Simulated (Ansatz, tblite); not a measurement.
**C6H20O2Si3: rung by rung**

One table from this session's results is given with a row withheld; the runs are named, their logs left out.

Computed with Ansatz 0.2.0, Gaussian basis. Level: as each input shows.

Plan: GFN1-xTB, GFN2-xTB, PBE-D4/def2-TZVP, r2SCAN-D4/def2-TZVP, HF/def2-TZVP, r2SCANh-D4/def2-TZVP, PBE-D4/def2-SVP, PBE0-D4/def2-SVP, HF/STO-3G, MP2/def2-SVP.

4 further runs of the same task are left out: 4 that didn't finish. Runs told in other sessions of the task aren't counted.

**The relaxed structure**

The geometry is that of the singlet, from an earlier relaxation (r2SCAN-D4/def2-SVP).

SMILES `C[SiH](C)O[SiH](C)O[Si](C)(C)C`, 31 atoms, charge 0, spin multiplicity 1.

Bond lengths: C1–Si2 1.868 Å, C1–H12 1.102 Å, C1–H13 1.102 Å, C1–H14 1.102 Å, Si2–C3 1.870 Å, Si2–O4 1.671 Å, Si2–H15 1.500 Å, C3–H16 1.102 Å, C3–H17 1.103 Å, C3–H18 1.102 Å, O4–Si5 1.663 Å, Si5–C6 1.861 Å, Si5–O7 1.655 Å, Si5–H19 1.490 Å, C6–H20 1.103 Å, C6–H21 1.102 Å, C6–H22 1.102 Å, O7–Si8 1.681 Å and more. Angles: Si2–C1–H12 111.3°, Si2–C1–H13 111.4°, Si2–C1–H14 110.4°, H12–C1–H13 107.8°, H12–C1–H14 108.0°, H13–C1–H14 107.7°, C1–Si2–C3 111.4°, C1–Si2–O4 107.8°, C1–Si2–H15 110.0°, C3–Si2–O4 109.2°, C3–Si2–H15 109.4°, O4–Si2–H15 109.0°, Si2–C3–H16 111.2°, Si2–C3–H17 111.3°, Si2–C3–H18 110.7°, H16–C3–H17 107.7°, H16–C3–H18 107.8°, H17–C3–H18 108.0° and more.

PBE0-D4/def2-TZVP was run before; its log isn't repeated, and its numbers join the tables.

The first run:

Tight binding, by tblite at 300 K electronic temperature and without a spin-polarisation term:

```python
tblite.interface.Calculator('GFN1-xTB', numbers, positions, charge=0, uhf=0).singlepoint()
```

Tight binding, by tblite at 300 K electronic temperature and without a spin-polarisation term:

```python
tblite.interface.Calculator('GFN2-xTB', numbers, positions, charge=0, uhf=0).singlepoint()
```

start.molden holds the orbitals of an earlier run on this state, given as this run's starting guess.

in.yaml

```yaml
crystal:
  periodic: [false, false, false]
  atoms:
    - {symbol: C, position_ang: [2.187306, 0.025832, -2.221580]}
    - {symbol: Si, position_ang: [2.255157, 0.338453, -0.380889]}
    - {symbol: C, position_ang: [3.979411, 0.074169, 0.292363]}
    - {symbol: O, position_ang: [1.206567, -0.732103, 0.359028]}
    - {symbol: Si, position_ang: [0.130475, -0.845776, 1.621748]}
    - {symbol: C, position_ang: [0.775321, 0.050320, 3.120423]}
    - {symbol: O, position_ang: [-1.313122, -0.166622, 1.182966]}
    - {symbol: Si, position_ang: [-2.217671, 0.013899, -0.222937]}
    - {symbol: C, position_ang: [-4.014938, 0.070895, 0.292936]}
    - {symbol: C, position_ang: [-1.880351, -1.440545, -1.359886]}
    - {symbol: C, position_ang: [-1.714551, 1.623610, -1.043416]}
    - {symbol: H, position_ang: [2.869288, 0.697859, -2.767999]}
    - {symbol: H, position_ang: [1.171052, 0.181351, -2.617913]}
    - {symbol: H, position_ang: [2.479839, -1.012926, -2.446608]}
    - {symbol: H, position_ang: [1.812809, 1.740740, -0.082645]}
    - {symbol: H, position_ang: [4.016180, 0.262262, 1.377563]}
    - {symbol: H, position_ang: [4.705475, 0.749475, -0.189829]}
    - {symbol: H, position_ang: [4.310555, -0.962672, 0.117855]}
    - {symbol: H, position_ang: [-0.059640, -2.300509, 1.881583]}
    - {symbol: H, position_ang: [0.931956, 1.117794, 2.892289]}
    - {symbol: H, position_ang: [0.058194, -0.011638, 3.954665]}
    - {symbol: H, position_ang: [1.732854, -0.375178, 3.461679]}
    - {symbol: H, position_ang: [-4.308356, -0.862401, 0.800999]}
    - {symbol: H, position_ang: [-4.681117, 0.207489, -0.574870]}
    - {symbol: H, position_ang: [-4.195866, 0.903454, 0.992605]}
    - {symbol: H, position_ang: [-2.185147, -2.391489, -0.891470]}
    - {symbol: H, position_ang: [-0.804465, -1.511929, -1.590866]}
    - {symbol: H, position_ang: [-2.427767, -1.346355, -2.312719]}
    - {symbol: H, position_ang: [-2.311076, 1.818127, -1.950424]}
    - {symbol: H, position_ang: [-1.856328, 2.474923, -0.357048]}
    - {symbol: H, position_ang: [-0.652035, 1.609472, -1.337635]}
basis:
  gaussian: {orbitals: def2-TZVP, initial_orbitals: start.molden}
hamiltonian: {xc: pbe, dispersion: d4}
scf: {omitted_lower_state_checks: [starts]}
output: {forces: true, orbitals: {seedname: orbitals}}
```

Command:

```sh
$ ansatz run in.yaml --threads 4 --pin off --events-out ev --progress --plain --max-ram 6963MiB
```

Among the steps run: PBE-D4/def2-TZVP; r2SCAN-D4/def2-TZVP; HF/def2-TZVP; r2SCANh-D4/def2-TZVP; PBE-D4/def2-SVP; PBE0-D4/def2-SVP; HF/STO-3G; MP2/def2-SVP.

One of the session's tables, all rows but one given; the rest of the session is left out.

It belongs to the step «Binding energy». 

```
               level  binding an atom (eV)
           HF/STO-3G                 3.766
         HF/def2-SVP                 3.102
        HF/def2-TZVP                 3.094
     PBE-D4/def2-SVP                 4.101
    PBE-D4/def2-TZVP                 4.101
 r2SCAN-D4/def2-TZVP                 4.079
r2SCANh-D4/def2-TZVP                 4.063
    PBE0-D4/def2-SVP                 4.064
   PBE0-D4/def2-TZVP                 4.064
        MP2/def2-SVP                     ?
```

**Question.** Estimate the row for MP2/def2-SVP.

As computed: binding an atom (eV): 3.884. In the column «binding an atom (eV)» it lies between HF/STO-3G (3.766) and r2SCANh-D4/def2-TZVP (4.063).

Limits of these values: Free atoms were run apart at each level; binding is atoms less cluster, divided by the number of atoms, without zero-point or spin-orbit terms.
